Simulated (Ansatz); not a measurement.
# Manganese, diamond under m-r²SCAN: structure, energy and stiffness

Aim: take manganese in the diamond structure, relax it, solve it on a dense k-mesh, then scale the cell to 7 volumes from 88 to 112 % of the relaxed one and try a fit of the equation of state. The start is ferromagnetic. The k-meshes are 11×11×11 for the relaxation; 18×18×18 for the dense run; 13×13×13 for the volumes.

Method: DFT m-r2SCAN, plane waves (500 eV) with PAW, scalar-relativistic; PBE-made PAW files; m-r²SCAN is r²SCAN on the gauge-invariant kinetic-energy density, in Ansatz 0.2.0.

## 1. Starting point

The structure is cubic, space group Fd-3m (No. 227). The conventional cell has a = 5.025 Å, b = 5.025 Å, c = 5.025 Å, α = 90.00°, β = 90.00°, γ = 90.00°. Mn (site symmetry -43m) has 4 Mn at 2.18 Å as nearest neighbours.

Structure file:

```xyz
2
Lattice="0.0000 2.5126 2.5126 2.5126 0.0000 2.5126 2.5126 2.5126 0.0000" Properties=species:S:1:pos:R:3 pbc="T T T"
Mn    0.6281    0.6281    0.6281
Mn    4.3970    4.3970    4.3970
```

Starting moments (μB): +3 ×2.

## 2. Relaxation of the cell

input.yaml

```yaml
crystal:
  lattice:
    - [0.0, 2.5125686141, 2.5125686141]
    - [2.5125686141, 0.0, 2.5125686141]
    - [2.5125686141, 2.5125686141, 0.0]
  atoms:
    - { symbol: Mn, position: [0.125, 0.125, 0.125], spin: 3.0 }
    - { symbol: Mn, position: [0.875, 0.875, 0.875], spin: 3.0 }
hamiltonian:
  xc: mr2scan
  pseudopotentials:
    kind: paw
    azcp:
      Mn: "pseudopotentials/Mn.paw.azcp"
basis:
  ecutwfc: 500
  fft_grid_basis: typed
kpoints:
  mp_grid: { grid: [11, 11, 11], shift: [0, 0, 0] }
magnetization:
  spin_polarized: true
scf:
  occupations: { method: fermi_dirac, width: 0.05 }
relax:
  max_steps: 60
  f_tol: 0.01
  cell: {}
output:
  write_density: true
  write_potential: true
  elf: true
  volumetric_format: npy
```

Further steps of the session: Single point on a dense mesh; The cell scaled to 88 % of its volume; The cell scaled to 92 % of its volume; The cell scaled to 96 % of its volume; The cell scaled to 100 % of its volume; The cell scaled to 104 % of its volume; The cell scaled to 108 % of its volume; The cell scaled to 112 % of its volume.

**Question.** What will these runs give? Wanted: space group; conventional cell; volume; shortest distance; gap on the mesh; magnetic state; relative to alpha-Mn.

**Answer**, as computed:

```
                                     quantity                                      value
               space group (spins left aside)                            Fd-3m (No. 227)
                            conventional cell                                a = 4.895 Å
                                       volume                             14.659 Å³/atom
                            shortest distance                                    2.120 Å
                              gap on the mesh               none (levels filled in part)
                               magnetic state  antiferromagnetic, up to 0.78 μB per atom
relative to alpha-Mn (A12), antiferromagnetic                             +1443 meV/atom
```

From the guessed start the volume shrank by 7.6 % in 7 steps. Against the reference form of manganese (alpha-Mn (A12), antiferromagnetic, computed apart with the same settings) it stands 1443 meV/atom higher, so it is far from stable. The final state is antiferromagnetic (largest moment 0.78 μB). That is not the order it started in. Levels at the Fermi energy are filled in part, as in a metal. The symmetry was held, so the structure may be unstable against distortions that break it.
